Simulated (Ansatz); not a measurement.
# BGeH₃ (singlet): wave-function methods side by side at distance B2–H5 = 1.203 Å, cc-pVTZ

One table from this session's results is given with a row withheld; the runs are named, their logs left out.

Method: cc-pVTZ, core rule «outside noble gas», up to 15 orbitals frozen; program: Ansatz 0.2.0, Gaussian basis.

The runs, in order: UHF; CCSD(T) on RHF; CCSD(T) on UHF; BCCD(T) on RHF; CCSDT(Q) on RHF; CCSDT(Q) on UHF; CASSCF and NEVPT2, 2 electrons in 2 orbitals.

### The geometry

The geometry derives from a PBE0/def2-TZVP stationary point (not a proven minimum). One bond is set to the value named and the two fragments are kept rigid. No spin-orbit coupling is included. The filled d shell of Ge may be among the frozen orbitals whatever the setting's name suggests.

5 atoms, charge 0, spin multiplicity 1.

Atoms are counted from 1 here; the program's logs count them from 0.

Bond lengths: Ge1–B2 1.949 Å, Ge1–H3 1.780 Å, B2–H3 1.366 Å, B2–H4 1.203 Å, B2–H5 1.203 Å. Angles: B2–Ge1–H3 42.7°, Ge1–B2–H3 62.0°, Ge1–B2–H4 120.1°, Ge1–B2–H5 120.1°, H3–B2–H4 106.0°, H3–B2–H5 106.0°, H4–B2–H5 119.4°, Ge1–H3–B2 75.3°.

Set-up of the first run:

The input, in.yaml:

```yaml
crystal:
  periodic: [false, false, false]
  atoms:
    - {symbol: Ge, position_ang: [-0.002248, 0.000000, 0.318665]}
    - {symbol: B, position_ang: [-0.066617, -0.000001, -1.629219]}
    - {symbol: H, position_ang: [1.160664, 0.000000, -1.028885]}
    - {symbol: H, position_ang: [-0.142071, -1.038714, -2.230917]}
    - {symbol: H, position_ang: [-0.142072, 1.038712, -2.230918]}
basis:
  gaussian: {orbitals: cc-pVTZ}
magnetization: {spin_polarized: true, initial_magnetization: 0}
hamiltonian: {xc: hf}
output: {orbitals: {seedname: orbitals}}
```

Command:

```bash
$ ansatz run in.yaml --threads 1 --pin off --events-out ev --progress --plain --max-ram 2816MiB --backend cpu
```

Among the steps run: UHF; CCSD(T) on RHF; CCSD(T) on UHF; BCCD(T) on RHF; CCSDT(Q) on RHF; CCSDT(Q) on UHF; CASSCF and NEVPT2, 2 electrons in 2 orbitals.

One of the session's tables, all rows but one given; the rest of the session is left out.

It belongs to the step «Misses and costs». 

```
     method  from RCCSDT(Q) (kJ/mol)
        RHF                   +678.1
        UHF                   +676.8
       RMP2                   +115.4
      RCCSD                    +31.1
   RCCSD(T)                     +4.3
    BCCD(T)                        ?
     RCCSDT                     +1.4
  RCCSDT(Q)                        0
CASSCF pair                   +635.5
NEVPT2 pair                   +118.9
```

Q: Estimate the row for BCCD(T) from the others.

**Answer.** from RCCSDT(Q) (kJ/mol): +4.1. In the column «from RCCSDT(Q) (kJ/mol)» it lies between RCCSDT (+1.4) and RCCSD(T) (+4.3).

Not comparable, so not listed: CCSD(T) on UHF; CCSDT(Q) on UHF (they don't share determinant, frozen orbitals or solution with the rows shown, or repeat one).

Caveats from the session: Warnings: restricted reference is unstable; spin contamination.
